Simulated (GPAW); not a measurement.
Crystal: HfB.

```xyz
2
Lattice="0.0000 2.3100 2.3100 2.3100 0.0000 2.3100 2.3100 2.3100 0.0000" Properties=species:S:1:pos:R:3 pbc="T T T"
Hf    2.3100    2.3100    2.3100
B     0.0000    0.0000    0.0000
```

```yaml
Program: GPAW 26.7.0
Task: relaxation of cell and atoms
Functional: PBEsol
Dispersion: D4
Potentials_or_basis: PAW data sets generated in the run's folder for this functional
Cutoff: 800 eV
Basis: pw
k_mesh: 10 × 10 × 10
Occupations: fermi-dirac, width 0.05 eV
Spin: no spin polarisation
```

At the start: pressure 23.0 GPa; volume 12.33 Å³/atom.

Where does the relaxation end?

Over 4 steps the energy falls by 87.8 meV/atom and the volume is 13.65 Å³/atom (+10.7 %); space group Fm-3m (No. 225, to 0.05 Å).

The path:
| step | energy change (eV) | largest force (eV/Å) | pressure (GPa) | volume (Å³) |
| --- | --- | --- | --- | --- |
| 1 | 0.0000 | 0.0000 | 23.00 | 24.65 |
| 2 | -0.1075 | 0.0000 | 13.46 | 25.61 |
| 3 | -0.1751 | 0.0000 | 1.07 | 27.15 |
| 4 | -0.1756 | 0.0000 | 0.06 | 27.30 |

Final structure:
```
Hf B
1.0
     0.00000    2.38993    2.38993
     2.38993    0.00000    2.38993
     2.38993    2.38993    0.00000
Hf B
1 1
Cartesian
  2.3899 2.3899 2.3899
  0.0000 0.0000 0.0000
```

Caveat: later steps reuse the first step's grids; pairwise dispersion overbinds metals, which lowers pressure and volume.
